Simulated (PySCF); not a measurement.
# GeB (quartet): spin, charge, geometry and surroundings

Aim: change spin, charge, geometry, field or solvent of GeB (quartet), one at a time, and compare with the base run.

The runs use PySCF 2.14.0; each script names its method and basis.

3 further runs of the same task are left out: 3 that didn't finish.

### Step 1. Where the work starts

GeB (quartet): 2 atoms, charge 0, spin multiplicity 4.

Bond lengths: Ge1–B2 1.975 Å.

### Step 2. Base script

Input file input.py:

```python
from pyscf import gto, scf, mcscf, mrpt

mol = gto.M(
    atom='Ge 0 0 0; B 0 0 1.975',
    basis='jorge-dzp',
    charge=0,
    spin=3,
    verbose=4,
)
mf = scf.ROHF(mol)
mf.kernel()
mc = mcscf.CASSCF(mf, 4, 3)
mc.kernel()
mc.analyze()
mrpt.NEVPT(mc).kernel()
mf.dip_moment()
print('orbital energies (hartree):', mf.mo_energy[..., max(0, mol.nelec[1]-3):mol.nelec[0]+3].round(4))
```

Run with:

```bash
OMP_NUM_THREADS=1 python input.py
```

The log of this run is left out.

It gives: E(SCF) = -2099.847392 Eh, 14 cycles, E(CAS) − E(SCF) = 0.00000 Eh, NEVPT2 = -0.66891 Eh, μ = 0.21 D (of the SCF density).

The bond length is a typed value, not an optimised one. The quartet is typed in the script; nothing here shows that it is the ground state.

### Step 3. PCM, ε = 32.6

Variant 1 changes solvent: none (gas phase) → PCM, ε = 32.6; step after the SCF: nevpt2 → analyze.

Input file input.py:

```python
from pyscf import gto, scf, solvent

mol = gto.M(
    atom='Ge 0 0 0; B 0 0 1.975',
    basis='jorge-dzp',
    charge=0,
    spin=3,
    verbose=4,
)
mf = scf.ROHF(mol)
mf = solvent.PCM(mf)
mf.with_solvent.eps = 32.6
mf.kernel()
mf.analyze()
print('orbital energies (hartree):', mf.mo_energy[..., max(0, mol.nelec[1]-3):mol.nelec[0]+3].round(4))
```

Run with:

```bash
OMP_NUM_THREADS=1 python input.py
```

### Step 4. Lengths in bohr

Variant 2 changes length unit: angstrom → bohr; bond length: 1.975 Å → 1.975 bohr.

input.py, as its differences from that of step 2:

```diff
@@ -7,2 +7,3 @@
     spin=3,
+    unit='bohr',
     verbose=4,
```

### Step 5. Bond 2.034 Å

Variant 3 changes bond length: 1.975 Å → 2.034 Å.

input.py, as its differences from that of step 2:

```diff
@@ -3,3 +3,3 @@
 mol = gto.M(
-    atom='Ge 0 0 0; B 0 0 1.975',
+    atom='Ge 0 0 0; B 0 0 2.034',
     basis='jorge-dzp',
```

### Step 6. Electric field -0.01 a.u.

Variant 4 changes electric field: none → -0.01 a.u.

input.py, as its differences from that of step 2:

```diff
@@ -10,2 +10,7 @@
 mf = scf.ROHF(mol)
+field = -0.01  # electric field along z, atomic units
+h = mf.get_hcore() + field*mol.intor('int1e_r')[2]
+mf.get_hcore = lambda *args: h
+e_nuc = mol.energy_nuc() - field*mol.atom_charges() @ mol.atom_coords()[:, 2]
+mf.energy_nuc = lambda *args: e_nuc
 mf.kernel()
```

What does the calculation give? Wanted: for each run, E(SCF); from base; SCF dipole; after the SCF.

The runs gave:

```
                          run  E(SCF) (hartree)  from base (eV)  cycles  SCF dipole (D)                                                                  after the SCF
                         base      -2099.847392               0      14            0.21  NEVPT2 correlation -18.202 eV (from the SCF energy, the CASSCF gain included)
                PCM, ε = 32.6      -2099.848249         -0.0233      14            0.49                                                                            n/a
lengths in bohr (poor choice)      -2098.604289  not comparable      11            0.09  NEVPT2 correlation -18.858 eV (from the SCF energy, the CASSCF gain included)
                 bond 2.034 Å      -2099.844836         +0.0695      13            0.19  NEVPT2 correlation -18.240 eV (from the SCF energy, the CASSCF gain included)
    electric field -0.01 a.u.      -2099.852427         -0.1370      14            2.35  NEVPT2 correlation -18.252 eV (from the SCF energy, the CASSCF gain included)
```

In words: Of the runs whose energies can be compared, “electric field -0.01 a.u.” moves the SCF energy most (-0.137 eV). A continuum solvent with ε = 32.6 lowers the energy by 0.023 eV. Rows marked «poor choice» come from settings spoiled on purpose.
